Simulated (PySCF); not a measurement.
**RuO3(NMe): geometry, NMR shifts and electronic excitations**

Wanted: the NMR shifts and electronic excitations of RuO3(NMe) (`C[N]=[Ru](=[O])(=[O])=[O]`), by calculation.

The runs use PySCF 2.14.0, with density-fitted response routines of our own; the level of theory stands in each step. All values are computed, except where a source is named. Atoms are numbered from 0 throughout.

### Step 1. The molecule as given

9 atoms, charge 0, multiplicity 1; geometry from: GFN2-xTB.

Bonds of the start (Å): Ru0–O1 1.63, Ru0–O2 1.63, Ru0–O3 1.63, Ru0–N4 1.67, N4–C5 1.39, C5–H6 1.10, C5–H7 1.10, C5–H8 1.10.

### Step 2. Relaxing the molecule at PBE0-D3(BJ)/def2-SVP

What the job is given:

```
{"job": {"xc": "PBE0", "basis": "def2-SVP", "d3": "d3bj", "grid": 1, "maxiter": 40, "kind": "geom"}, "charge": 0, "multiplicity": 1}
Ru     0.705920     1.225860     0.486050
O      0.686570     1.229490     2.114270
O      2.240370     1.200140    -0.058550
O     -0.072280     2.535660    -0.087960
N     -0.078340    -0.143210    -0.057600
C     -0.737120    -1.281640    -0.507850
H     -1.787630    -1.255750    -0.194020
H     -0.694050    -1.331520    -1.602540
H     -0.263430    -2.179030    -0.091790
```

Standard output:

```text
step   0  E = -414.50694966  max force = 0.062710
step   1  E = -414.51476520  max force = 0.020991
step   2  E = -414.51621245  max force = 0.003472
step   3  E = -414.51624370  max force = 0.001047
step   4  E = -414.51624760  max force = 0.000770
step   5  E = -414.51625577  max force = 0.003468
step   6  E = -414.51628374  max force = 0.001556
step   7  E = -414.51629031  max force = 0.000298
optimisation converged
```

Run time: 47 s. Hardware: 1 thread, shared host.

Step by step:

```
step  energy from step 0 (eV)  largest force component (eV/Å)
   0                   0.0000                          3.2247
   1                  -0.2127                          1.0794
   2                  -0.2521                          0.1785
   3                  -0.2529                          0.0538
   4                  -0.2530                          0.0396
   5                  -0.2532                          0.1783
   6                  -0.2540                          0.0800
   7                  -0.2542                          0.0153
```

Distances of close pairs at the start and the end, largest changes first:

```
  bond  before (Å)  after (Å)  change (Å)
Ru0–O3       1.628      1.680      +0.052
Ru0–O1       1.628      1.680      +0.051
Ru0–O2       1.628      1.679      +0.051
Ru0–N4       1.669      1.684      +0.015
 N4–C5       1.390      1.402      +0.012
 C5–H8       1.097      1.105      +0.008
 C5–H7       1.097      1.104      +0.008
 C5–H6       1.097      1.104      +0.008
```

The end geometry stands in the next job.

```
                         at the end point                value
  point group (found at 0.08 Å tolerance)                   C3
rotational constants (GHz, main isotopes)  4.067, 1.977, 1.977
                        dipole moment (D)                 4.96
```

### Step 3. NMR shieldings: PBE0/def2-TZVP+pcSseg-1

What the job is given:

```
{"job": {"kind": "nmr", "xc": "PBE0", "basis": {"default": "pcSseg-1", "Ru": "def2-TZVP"}}, "charge": 0, "multiplicity": 1}
Ru     0.592848     1.267015     0.553164
O      0.565255     1.190915     2.230795
O      2.177618     1.393644     0.012167
O     -0.299945     2.587798     0.023956
N     -0.086569    -0.141916    -0.071100
C     -0.626532    -1.330452    -0.582391
H     -1.698850    -1.404745    -0.328698
H     -0.521531    -1.357833    -1.681500
H     -0.102284    -2.204427    -0.156381
```

Method: GIAO PBE0/pcSseg-1 Ru:def2-TZVP NMR shielding, scalar relativity only through core potentials, gas phase.

Standard output:

```text
coarse grid: 41344 points
cycle   1  E = -413.9142029520  dE = -6.758e+00  |g| = 1.798e+00  |ddm| = 4.607e+00
cycle   2  E = -389.7040178520  dE =  2.421e+01  |g| = 7.314e+00  |ddm| = 2.185e+01
cycle   3  E = -414.5551576320  dE = -2.485e+01  |g| = 1.072e+00  |ddm| = 2.176e+01
cycle   4  E = -414.4209288260  dE =  1.342e-01  |g| = 1.441e+00  |ddm| = 1.034e+00
cycle   5  E = -414.7235036498  dE = -3.026e-01  |g| = 3.649e-01  |ddm| = 7.095e-01
cycle   6  E = -414.7529645820  dE = -2.946e-02  |g| = 1.186e-01  |ddm| = 2.037e-01
cycle   7  E = -414.7553816566  dE = -2.417e-03  |g| = 8.023e-02  |ddm| = 1.161e-01
cycle   8  E = -414.7560625803  dE = -6.809e-04  |g| = 5.456e-02  |ddm| = 6.584e-02
cycle   9  E = -414.7566171414  dE = -5.546e-04  |g| = 1.229e-02  |ddm| = 3.257e-02
cycle  10  E = -414.7566477813  dE = -3.064e-05  |g| = 1.839e-03  |ddm| = 7.757e-03
cycle  11  E = -414.7566481618  dE = -3.805e-07  |g| = 1.230e-03  |ddm| = 1.449e-03
final grid: 86168 points
cycle  12  E = -414.7566562507  dE =  5.176e-06  |g| = 5.216e-03  |ddm| = 3.596e-03
cycle  13  E = -414.7565584469  dE =  9.780e-05  |g| = 2.261e-02  |ddm| = 1.497e-02
cycle  14  E = -414.7566617653  dE = -1.033e-04  |g| = 2.690e-04  |ddm| = 1.215e-02
cycle  15  E = -414.7566617706  dE = -5.257e-09  |g| = 1.970e-04  |ddm| = 1.900e-04
cycle  16  E = -414.7566617774  dE = -6.802e-09  |g| = 2.032e-05  |ddm| = 9.651e-05
cycle  17  E = -414.7566617773  dE =  3.604e-11  |g| = 2.645e-05  |ddm| = 2.599e-05
converged SCF energy = -414.7566617773

GIAO shielding tensors (ppm)
atom      isotropic    diamagn.    paramagn.     s11        s22        s33       span
  0 Ru         nan         nan         nan        nan        nan        nan        nan
  1 O     -719.259     398.760   -1118.019  -1022.769   -608.115   -526.893    495.877
  2 O     -716.920     398.761   -1115.680  -1017.985   -606.491   -526.284    491.701
  3 O     -724.619     398.722   -1123.342  -1037.592   -609.823   -526.444    511.148
  4 N     -460.192     335.909    -796.101  -1078.286   -152.160   -150.130    928.156
  5 C      115.041     247.667    -132.626     98.502     98.682    147.940     49.438
  6 H       25.390      27.869      -2.479     23.891     24.260     28.020      4.129
  7 H       25.398      27.885      -2.487     23.900     24.260     28.034      4.134
  8 H       25.408      27.913      -2.505     23.920     24.247     28.055      4.135
```

It took 12 s on 1 thread, shared host.

The references, computed at this level on geometries of the same kind, shield at (ppm): ¹H TMS 31.27, ¹³C TMS 184.4, ¹⁵N NH3 265.7, ¹⁷O H2O 334.6. Their shielding less the atom's gives the shift. The references are single molecules in the gas phase, so shifts against H2O, NH3, PH3, H3PO4 or CFCl3 are not on the usual liquid scales and can be off by tens of ppm. Atoms listed in one row are averaged.

```
     atoms                       environment  σ (ppm)  δ (ppm)
        C5           carbon bonded to N, 3 H    115.0     69.4
H6, H7, H8  hydrogen on a carbon bonded to N    25.40     5.87
O1, O2, O3               oxygen bonded to Ru   -720.3   1054.8
        N4          nitrogen bonded to C, Ru   -460.2    725.9
```

Atoms past Kr carry core potentials, so their printed shieldings have no meaning and are left out of the table.

Charges from the same density, by scheme (e):

```
     atoms  Mulliken  ESP fit
       Ru0      1.76     1.19
O1, O2, O3     -0.48    -0.38
        N4     -0.71    -0.27
        C5     -0.07    -0.29
```

Mayer bond orders: Ru0–O1 1.45, Ru0–O2 1.45, Ru0–O3 1.45, Ru0–N4 1.35, N4–C5 0.98.

With diffuse functions Mulliken charges and Mayer bond orders lose their meaning; the other schemes are steadier.

### Step 4. Excited states and response: wB97X-D/def2-SVPD

Settings changed since step 3:

```diff
@@ -1,2 +1,2 @@
-{"job": {"kind": "nmr", "xc": "PBE0", "basis": {"default": "pcSseg-1", "Ru": "def2-TZVP"}}, "charge": 0, "multiplicity": 1}
+{"job": {"kind": "uv", "xc": "wB97X-D", "basis": "def2-SVPD", "ip": true, "nstates": 10}, "charge": 0, "multiplicity": 1}
 Ru     0.592848     1.267015     0.553164
```

With the program's defaults for keys left out, this is: TDDFT wB97X-D/def2-SVPD, vertical, gas phase, core orbitals frozen in the response.

Standard output:

```text
coarse grid: 41344 points
cycle   1  E = -413.9847986791  dE = -8.605e+00  |g| = 1.734e+00  |ddm| = 4.868e+00
cycle   2  E = -403.5032393003  dE =  1.048e+01  |g| = 5.780e+00  |ddm| = 4.188e+01
cycle   3  E = -414.7473632317  dE = -1.124e+01  |g| = 4.313e-01  |ddm| = 4.176e+01
cycle   4  E = -414.7066292184  dE =  4.073e-02  |g| = 6.748e-01  |ddm| = 1.098e+00
cycle   5  E = -414.7792406026  dE = -7.261e-02  |g| = 2.176e-01  |ddm| = 6.447e-01
cycle   6  E = -414.7877296336  dE = -8.489e-03  |g| = 8.616e-02  |ddm| = 1.281e-01
cycle   7  E = -414.7890319687  dE = -1.302e-03  |g| = 5.410e-02  |ddm| = 9.356e-02
cycle   8  E = -414.7895331160  dE = -5.011e-04  |g| = 2.553e-02  |ddm| = 4.884e-02
cycle   9  E = -414.7896851838  dE = -1.521e-04  |g| = 6.559e-03  |ddm| = 2.971e-02
cycle  10  E = -414.7896964570  dE = -1.127e-05  |g| = 1.478e-03  |ddm| = 7.965e-03
cycle  11  E = -414.7896998837  dE = -3.427e-06  |g| = 1.155e-03  |ddm| = 6.482e-03
final grid: 86168 points
cycle  12  E = -414.7821357941  dE = -4.599e-06  |g| = 4.260e-03  |ddm| = 1.860e-02
cycle  13  E = -414.7821157521  dE =  2.004e-05  |g| = 1.119e-02  |ddm| = 1.236e-02
cycle  14  E = -414.7821393723  dE = -2.362e-05  |g| = 2.250e-04  |ddm| = 8.421e-03
cycle  15  E = -414.7821394025  dE = -3.020e-08  |g| = 2.533e-04  |ddm| = 5.970e-04
cycle  16  E = -414.7821394178  dE = -1.529e-08  |g| = 1.499e-04  |ddm| = 3.255e-04
cycle  17  E = -414.7821394259  dE = -8.096e-09  |g| = 3.554e-05  |ddm| = 2.041e-04
cycle  18  E = -414.7821394277  dE = -1.848e-09  |g| = 2.053e-05  |ddm| = 1.576e-04
cycle  19  E = -414.7821394279  dE = -1.410e-10  |g| = 1.506e-05  |ddm| = 3.630e-05
converged SCF energy = -414.7821394279

Static polarisability (au): isotropic 73.730, principal 62.277 62.296 96.617

Singlet excitations
state   eV       nm        f      main configurations
  1   2.5087    494.2   0.00000   H->L+1 0.50, H-1->L 0.49
  2   2.8297    438.2   0.00217   H-1->L 0.45, H->L+1 0.45
  3   2.8334    437.6   0.00208   H->L 0.45, H-1->L+1 0.45
  4   3.7145    333.8   0.00330   H-2->L 0.73, H-4->L+1 0.09, H-3->L 0.09
  5   3.7209    333.2   0.00327   H-2->L+1 0.72, H-3->L+1 0.10, H-4->L 0.09
  6   3.7948    326.7   0.04215   H-1->L+1 0.31, H->L 0.31, H-4->L 0.15
  7   4.1874    296.1   0.00000   H-3->L 0.47, H-4->L+1 0.47
  8   4.3121    287.5   0.00035   H->L+2 0.46, H-3->L+1 0.17, H-4->L 0.16
  9   4.3189    287.1   0.00031   H-1->L+2 0.47, H-4->L+1 0.16, H-3->L 0.16
 10   4.4800    276.8   0.02590   H-4->L 0.33, H-3->L+1 0.30, H-1->L+3 0.09

Triplet excitations (Tamm-Dancoff, eV): 1.9882 2.2044 2.2131 2.4503
Vertical ionisation energy (delta-SCF) = 11.1242 eV
Vertical electron affinity (delta-SCF) = 2.1167 eV
```

Run time: 1.9 min. Hardware: 1 thread, shared host.

Frontier orbitals and where they lie:

```
orbital      eV                       atoms
 HOMO−3  -11.87   O2 28 %, O1 28 %, O3 28 %
 HOMO−2  -11.21   O3 33 %, O1 33 %, O2 33 %
 HOMO−1  -10.38   N4 36 %, O2 24 %, O1 21 %
   HOMO  -10.38   N4 36 %, O3 30 %, O1 10 %
   LUMO   -2.30  Ru0 42 %, N4 16 %, O2 13 %
 LUMO+1   -2.30  Ru0 42 %, N4 16 %, O3 13 %
 LUMO+2   -0.73  Ru0 44 %, O3 12 %, N4 12 %
```

With each of the 10 states as a Gaussian band of 0.4 eV half-width at 1/e, the curve within the window shown has maxima at 325 nm (ε 2,000) L/(mol cm). Beyond the last state computed it falls off for lack of states. The curve at chosen wavelengths:

nm, ε (L/mol/cm) and a bar:
```
      259        609 #########
      275       1147 #################
      290       1278 ###################
      306       1624 ########################
      321       2001 ##############################
      337       1845 ############################
      353       1238 ###################
      368        692 ##########
      384        349 #####
      399        220 ###
      415        186 ###
      431        182 ###
      446        173 ###
      462        151 ##
      477        122 ##
      493         91 #
      509         64 #
      524         44 #
      540         28 
      555         18 
      571         11 
      587          7 
      602          4 
      618          2 
      633          1 
      649          1
```

Further results of this job:

```
           property  computed
  dipole moment (D)      5.12
polarisability (Å³)     10.93
 HOMO–LUMO gap (eV)      8.07
      −ε(HOMO) (eV)     10.38
```

### Step 5. Shielding tensors: wB97X-D/def2-TZVP+pcSseg-1

Settings changed since step 4:

```diff
@@ -1,2 +1,2 @@
-{"job": {"kind": "uv", "xc": "wB97X-D", "basis": "def2-SVPD", "ip": true, "nstates": 10}, "charge": 0, "multiplicity": 1}
+{"job": {"kind": "nmr", "xc": "wB97X-D", "basis": {"default": "pcSseg-1", "Ru": "def2-TZVP"}, "pop": false}, "charge": 0, "multiplicity": 1}
 Ru     0.592848     1.267015     0.553164
```

Method: GIAO wB97X-D/pcSseg-1 Ru:def2-TZVP NMR shielding, scalar relativity only through core potentials, gas phase.

Standard output:

```text
coarse grid: 41344 points
cycle   1  E = -414.0756424615  dE = -6.988e+00  |g| = 1.893e+00  |ddm| = 4.569e+00
cycle   2  E = -392.2100571729  dE =  2.187e+01  |g| = 7.576e+00  |ddm| = 1.875e+01
cycle   3  E = -414.8953866408  dE = -2.269e+01  |g| = 8.270e-01  |ddm| = 1.862e+01
cycle   4  E = -414.9000566274  dE = -4.670e-03  |g| = 8.430e-01  |ddm| = 7.286e-01
cycle   5  E = -414.9893629402  dE = -8.931e-02  |g| = 3.460e-01  |ddm| = 4.376e-01
cycle   6  E = -415.0109675338  dE = -2.160e-02  |g| = 1.186e-01  |ddm| = 1.611e-01
cycle   7  E = -415.0141241813  dE = -3.157e-03  |g| = 3.064e-02  |ddm| = 8.922e-02
cycle   8  E = -415.0143283919  dE = -2.042e-04  |g| = 1.578e-02  |ddm| = 3.195e-02
cycle   9  E = -415.0143580596  dE = -2.967e-05  |g| = 1.344e-02  |ddm| = 1.463e-02
cycle  10  E = -415.0143939426  dE = -3.588e-05  |g| = 3.097e-03  |ddm| = 7.614e-03
cycle  11  E = -415.0144018611  dE = -7.919e-06  |g| = 7.889e-04  |ddm| = 7.465e-03
final grid: 86168 points
cycle  12  E = -415.0067682613  dE = -2.705e-05  |g| = 2.025e-03  |ddm| = 1.194e-02
cycle  13  E = -415.0067652736  dE =  2.988e-06  |g| = 4.502e-03  |ddm| = 3.562e-03
cycle  14  E = -415.0067691258  dE = -3.852e-06  |g| = 3.588e-04  |ddm| = 2.411e-03
cycle  15  E = -415.0067691804  dE = -5.464e-08  |g| = 1.502e-04  |ddm| = 4.671e-04
cycle  16  E = -415.0067691913  dE = -1.094e-08  |g| = 1.169e-04  |ddm| = 1.987e-04
cycle  17  E = -415.0067691958  dE = -4.472e-09  |g| = 7.933e-05  |ddm| = 1.189e-04
cycle  18  E = -415.0067691995  dE = -3.724e-09  |g| = 1.803e-05  |ddm| = 1.490e-04
cycle  19  E = -415.0067691999  dE = -3.309e-10  |g| = 6.205e-06  |ddm| = 4.750e-05
converged SCF energy = -415.0067691999

GIAO shielding tensors (ppm)
atom      isotropic    diamagn.    paramagn.     s11        s22        s33       span
  0 Ru         nan         nan         nan        nan        nan        nan        nan
  1 O     -743.315     399.585   -1142.900  -1078.574   -624.358   -527.014    551.560
  2 O     -740.550     399.600   -1140.150  -1072.989   -622.437   -526.225    546.765
  3 O     -749.334     399.552   -1148.886  -1095.000   -626.421   -526.581    568.419
  4 N     -522.529     336.678    -859.208  -1249.209   -160.250   -158.129   1091.081
  5 C      116.027     247.068    -131.041    101.280    101.471    145.330     44.050
  6 H       25.466      28.016      -2.551     23.582     24.549     28.266      4.684
  7 H       25.475      28.033      -2.559     23.599     24.549     28.277      4.678
  8 H       25.487      28.062      -2.575     23.634     24.536     28.291      4.657
```

Run time: 15 s. Hardware: 1 thread, shared host.

Key values: δ C5 68.5, O1 1077.6, N4 786.5, H6 5.90 ppm (means over like atoms).

### Step 6. Side by side: NMR shifts

Shifts (ppm), means over like atoms, with basis size and wall time:

```
                       run    C5    H6      O1     N4  functions  time
   PBE0/def2-TZVP+pcSseg-1  69.4  5.87  1054.8  725.9        140  12 s
wB97X-D/def2-TZVP+pcSseg-1  68.5  5.90  1077.6  786.5        140  15 s
```

### Step 7. Summary of results

```
                                                                         quantity                        value
                                                                      point group                           C3
                                             rotational constants (main isotopes)         4.07, 1.98, 1.98 GHz
                                 ¹³C shifts against TMS (PBE0/def2-TZVP+pcSseg-1)                     69.4 ppm
 ¹H shifts against TMS (PBE0/def2-TZVP+pcSseg-1, means over atoms taken as alike)                     5.87 ppm
¹⁷O shifts against H2O (PBE0/def2-TZVP+pcSseg-1, means over atoms taken as alike)                   1054.8 ppm
                                 ¹⁵N shifts against NH3 (PBE0/def2-TZVP+pcSseg-1)                    725.9 ppm
                                               lowest singlet (wB97X-D/def2-SVPD)  2.51 eV (494 nm), f = 0.000
                                         brightest single state of those computed  state 6, 3.79 eV, f = 0.042
                                                                   lowest triplet                      1.99 eV
                                                vertical electron affinity (ΔSCF)                      2.12 eV
                                                         range of the shift of N4           725.9 to 786.5 ppm
```

**Reading.** Relaxing lowered the energy by 0.254 eV in 7 steps; the close pair that moved most is Ru0–O3, from 1.628 to 1.680 Å. At PBE0/def2-TZVP+pcSseg-1: Shielding is most anisotropic at N4 (span 928 ppm, paramagnetic term -796 ppm). The lowest singlet, at 2.51 eV, is HOMO→LUMO+1 0.50, HOMO−1→LUMO 0.49 and is dark; of the 10 states computed, the strongest absorption comes from state 6 at 3.79 eV. The lowest triplet lies 0.52 eV below the lowest singlet (triplets in Tamm-Dancoff, singlets in full TDDFT). Across the 2 runs the shift of N4 moves most, between 725.9 (PBE0/def2-TZVP+pcSseg-1) and 786.5 ppm (wB97X-D/def2-TZVP+pcSseg-1). Spin-orbit coupling is left out, which matters for shieldings and couplings at and beside the heavy atoms.
